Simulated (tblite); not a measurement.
# ClH9O2Si4: the cost of one run

Computed with tblite 0.8.0 and PySCF 2.14.0; each step states its level. No surroundings beyond the atoms listed, unless a continuum is named. Atoms count from 0, parts from 1.

## Step 1: The system as given

16 atoms, charge 0, multiplicity 1; geometry: distance geometry start.

## Step 2: Geometry optimisation with GFN2-xTB

Job settings and geometry (Å):

```
{"job": {"kind": "relax", "xc": "GFN2-xTB", "basis": "xTB"}, "charge": 0, "multiplicity": 1}
Si     0.016002     0.010059     0.976300
Si    -0.071152    -2.154047     0.088401
O      1.566550     0.606909     0.941396
Si     2.791183     0.925283    -0.128908
O     -1.014360     1.052781     0.234467
Si    -2.591645     1.154863    -0.260927
Cl    -0.506766    -0.009299     2.925971
H     -1.468552    -2.684716     0.158222
H      0.296130    -2.142177    -1.364187
H      0.838123    -3.067301     0.808867
H      2.286406     1.829369    -1.191949
H      3.942032     1.493829     0.531315
H      3.164555    -0.352913    -0.793332
H     -2.874749     0.024051    -1.208312
H     -2.876808     2.425899    -0.896780
H     -3.468268     0.947222     0.930777
```

Method: GFN2-xTB geometry optimisation, gas phase.

Command:

```
OMP_NUM_THREADS=1 python cluster_run.py task.json out
```

One launch serves the whole session: the jobs run in the order shown.

**Question.** How long does this first job take on 1 thread of Intel Xeon Platinum 8488C, shared host?

About 8.7 s.
